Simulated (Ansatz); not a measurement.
# CH5ClGaNOSi: small, medium and large basis sets

How large a basis does CH5ClGaNOSi need? Two functionals are run in growing sets.

Method: one geometry, several basis sets; program: Ansatz 0.2.0, Gaussian basis.

Plan: PBE0-D4/def2-SVP; ωB97M-V/def2-SVP; PBE0-D4/def2-QZVPP; ωB97M-V/def2-QZVPP; the functionals' def2-TZVPP values are taken from earlier runs.

### 1 Structure used throughout

An earlier PBE0-D4 in a triple-zeta def2 set relaxation fixed the geometry.

SMILES `[SiH3]O/C=[N]\[GaH][Cl]`, 11 atoms, charge 0, spin multiplicity 1.

Atoms are counted from 1 here; the program's logs count them from 0.

Bond lengths: Si1–O2 1.660 Å, Si1–H7 1.505 Å, Si1–H8 1.475 Å, Si1–H9 1.481 Å, O2–C3 1.366 Å, C3–N4 1.243 Å, C3–H10 1.093 Å, N4–Ga5 1.836 Å, Ga5–Cl6 2.148 Å, Ga5–H11 1.548 Å. Angles: O2–Si1–H7 111.5°, O2–Si1–H8 106.1°, O2–Si1–H9 110.6°, H7–Si1–H8 108.5°, H7–Si1–H9 107.2°, H8–Si1–H9 113.0°, Si1–O2–C3 121.9°, O2–C3–N4 127.6°, O2–C3–H10 109.2°, N4–C3–H10 123.2°, C3–N4–Ga5 135.4°, N4–Ga5–Cl6 113.6°, N4–Ga5–H11 125.0°, Cl6–Ga5–H11 119.8°.

### 2 PBE0-D4 in def2-SVP

in.yaml

```yaml
crystal:
  periodic: [false, false, false]
  atoms:
    - {symbol: Si, position_ang: [-0.038257, -1.509997, -0.337622]}
    - {symbol: O, position_ang: [1.141902, -0.576175, -1.037691]}
    - {symbol: C, position_ang: [1.444803, 0.672277, -0.572121]}
    - {symbol: N, position_ang: [0.776396, 1.374973, 0.205225]}
    - {symbol: Ga, position_ang: [-0.897904, 1.268722, 0.951886]}
    - {symbol: Cl, position_ang: [-2.414473, 2.267671, -0.195594]}
    - {symbol: H, position_ang: [-1.300985, -0.724022, -0.107863]}
    - {symbol: H, position_ang: [-0.327880, -2.591662, -1.297801]}
    - {symbol: H, position_ang: [0.410337, -2.012432, 0.981181]}
    - {symbol: H, position_ang: [2.399434, 0.992838, -0.998280]}
    - {symbol: H, position_ang: [-1.193362, 0.837806, 2.408669]}
basis:
  gaussian: {orbitals: def2-SVP}
hamiltonian: {xc: pbe0, dispersion: d4}
output: {orbitals: {seedname: orbitals}}
```

Started as:

```
ansatz run in.yaml --threads 2 --pin off --events-out ev --progress --plain --max-ram 22528MiB --backend cpu
```

Further steps of the session: ωB97M-V in def2-SVP; PBE0-D4 in def2-QZVPP; ωB97M-V in def2-QZVPP.

Q: Predict the results of all the runs planned. Wanted: PBE0-D4: double and triple zeta above quadruple; ωB97M-V: double and triple zeta above quadruple.

As calculated:

| quantity | value |
| --- | --- |
| PBE0-D4: double and triple zeta above quadruple | 21.37, 2.09 eV |
| ωB97M-V: double and triple zeta above quadruple | 21.36, 1.99 eV |

What this shows: For PBE0-D4 the step from double to triple zeta gains 19.28 eV and the next only 2.09 eV. These are total energies; as a rule much of such shifts cancels in differences, which this series doesn't test.
